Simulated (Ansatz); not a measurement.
**BH₅O₂Si: one species, many methods**

One table from this session's results is given with a row withheld; the runs are named, their logs left out.

Computed with Ansatz 0.2.0, Gaussian basis. Level: functionals in def2-TZVPP, the program's frozen cores in correlated methods.

Plan: LDA (SPW92), PBE-D4, revPBE-D4, BLYP-D4, r2SCAN-D4, B97M-V, PBE0-D4, B3LYP-D4, r2SCANh-D4, r2SCAN0-D4, HSE06-D4, BHLYP-D4, CAM-B3LYP-D4, LC-ωPBE, ωB97X-V, ωB97M-V, B2PLYP, PBE-QIDH; CCSD(T)/def2-SVP; CCSD(T)/def2-TZVPP; MP2/def2-QZVPP; extrapolation to the limit; RPA on PBE.

### The geometry

An earlier PBE0-D4 in a triple-zeta def2 set relaxation fixed the geometry.

SMILES `OB(O)[SiH3]`, 9 atoms, charge 0, spin multiplicity 1.

Atoms are counted from 1 here; the program's logs count them from 0.

Bond lengths: O1–B2 1.363 Å, O1–H5 0.963 Å, B2–O3 1.364 Å, B2–Si4 2.033 Å, O3–H6 0.963 Å, Si4–H7 1.487 Å, Si4–H8 1.490 Å, Si4–H9 1.490 Å. Angles: B2–O1–H5 115.8°, O1–B2–O3 124.1°, O1–B2–Si4 118.6°, O3–B2–Si4 117.3°, B2–O3–H6 116.1°, B2–Si4–H7 111.8°, B2–Si4–H8 110.5°, B2–Si4–H9 110.3°, H7–Si4–H8 108.3°, H7–Si4–H9 108.2°, H8–Si4–H9 107.5°.

Set-up of the first run:

File in.yaml:

```yaml
crystal:
  periodic: [false, false, false]
  atoms:
    - {symbol: O, position_ang: [-0.060762, 0.987852, -1.413701]}
    - {symbol: B, position_ang: [0.320505, 0.432339, -0.228754]}
    - {symbol: O, position_ang: [1.402884, 0.840873, 0.493156]}
    - {symbol: Si, position_ang: [-0.782513, -1.098213, 0.529006]}
    - {symbol: H, position_ang: [0.487672, 1.711730, -1.733306]}
    - {symbol: H, position_ang: [1.909793, 1.568925, 0.119633]}
    - {symbol: H, position_ang: [-1.893573, -1.482994, -0.381910]}
    - {symbol: H, position_ang: [0.073748, -2.295681, 0.756083]}
    - {symbol: H, position_ang: [-1.369155, -0.711231, 1.842693]}
basis:
  gaussian: {orbitals: def2-TZVPP}
hamiltonian: {xc: lda}
output: {orbitals: {seedname: orbitals}}
```

On the command line:

```bash
$ ansatz run in.yaml --threads 2 --pin off --events-out ev --progress --plain --max-ram 4352MiB
```

Steps of the session up to this table: LDA; PBE-D4 (GGA); revPBE-D4 (GGA); BLYP-D4 (GGA); r2SCAN-D4 (meta-GGA); B97M-V (meta-GGA); PBE0-D4 (hybrid); B3LYP-D4 (hybrid); r2SCANh-D4 (hybrid); r2SCAN0-D4 (hybrid); HSE06-D4 (hybrid); BHLYP-D4 (hybrid); CAM-B3LYP-D4 (range-separated); LC-ωPBE (range-separated); ωB97X-V (range-separated); ωB97M-V (range-separated); B2PLYP (double hybrid); PBE-QIDH (double hybrid).

One of the session's tables, all rows but one given; the rest of the session is left out.

It belongs to the step «Frontier levels by functional». 

```
  functional  HOMO (eV)  gap (eV)
 LDA (SPW92)      -7.19      5.98
      PBE-D4      -7.13      6.13
   revPBE-D4      -7.09      6.19
     BLYP-D4      -7.02      6.17
   r2SCAN-D4      -7.41      6.68
      B97M-V      -7.53      6.66
     PBE0-D4      -8.38      8.32
    B3LYP-D4      -8.18      7.92
  r2SCANh-D4      -7.86      7.48
  r2SCAN0-D4      -8.56      8.66
    HSE06-D4      -7.98      7.54
    BHLYP-D4      -9.58     10.33
CAM-B3LYP-D4      -9.75     10.63
     LC-ωPBE     -11.09     13.32
     ωB97X-V     -10.76     12.80
     ωB97M-V          ?         ?
```

**Question.** Estimate the row for ωB97M-V.

The run gave: HOMO (eV): -10.54; gap (eV): 12.11. In the column «HOMO (eV)» it lies between ωB97X-V (-10.76) and CAM-B3LYP-D4 (-9.75).
